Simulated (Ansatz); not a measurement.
What does this script print? It uses Ansatz 0.2.0, Python API.

`robust_li3eu.py`:
```python
# -*- coding: utf-8 -*-
'''Refuse a result for Li3Eu that has doubts or was not closed by its thresholds.'''

import warnings

import ansatz as az

XC = 'pbesol'
SMEARING = 'fermi_dirac'

lattice = az.Lattice.of(
    (0.0, 3.870791, 3.870791),
    (3.870791, 0.0, 3.870791),
    (3.870791, 3.870791, 0.0),
)
sites = [
    ('Li', (0.25, 0.25, 0.25)),
    ('Li', (0.75, 0.75, 0.75)),
    ('Li', (0.5, 0.5, 0.5)),
    ('Eu', (0.0, 0.0, 0.0)),
]
system = az.Crystal(lattice=lattice)
for symbol, position in sites:
    system = system.atom(symbol, position)
system = system.moments(Eu=7)

base = (
    system.calculation()
    .functional(XC)
    .basis(19 * az.Ha)
    .kpoints(6)
    .occupations(SMEARING, width=100 * az.meV)
    .spin('collinear')  # two spin channels
)

with warnings.catch_warnings(record=True) as caught:
    warnings.simplefilter('always')
    res = base.forces().stress().run()
for item in caught:
    if issubclass(item.category, (az.RunWarning, az.DeckWarning)):
        print(item.category.__name__, '-', str(item.message)[:120])
rep = res.report
doubts = rep['published_state_doubts']
if doubts or rep.get('closed_by') != 'deck_thresholds':
    print('rejected:', doubts, rep.get('closed_by'))
else:
    print(f'accepted: F = {rep["free_energy_ev"]:.5f} eV')
```

Output of `python robust_li3eu.py`:
```text
accepted: F = -9272.94664 eV
```

Caveats:
- Total energies depend on the potentials; only differences at equal settings carry meaning. A total without «per atom» is that of the cell as typed.
- Open f shells: without a Hubbard U, without spin-orbit coupling; the state reached hangs on the start and needn't be the lowest.
- The mesh is modest for a metal, so energies can be off by several to tens of meV an atom and pressures by half a GPa or more; differences at equal mesh fare better.
- This cell is a computed structure, which may not be the phase found in nature.
- It ran for 5.3 s on 1 thread of Intel(R) Xeon(R) 6975P-C (Granite Rapids), with other jobs on the host, peak memory 0.58 GiB.

(A comment or docstring line of the script was reworded after the run, the code is as it ran.)
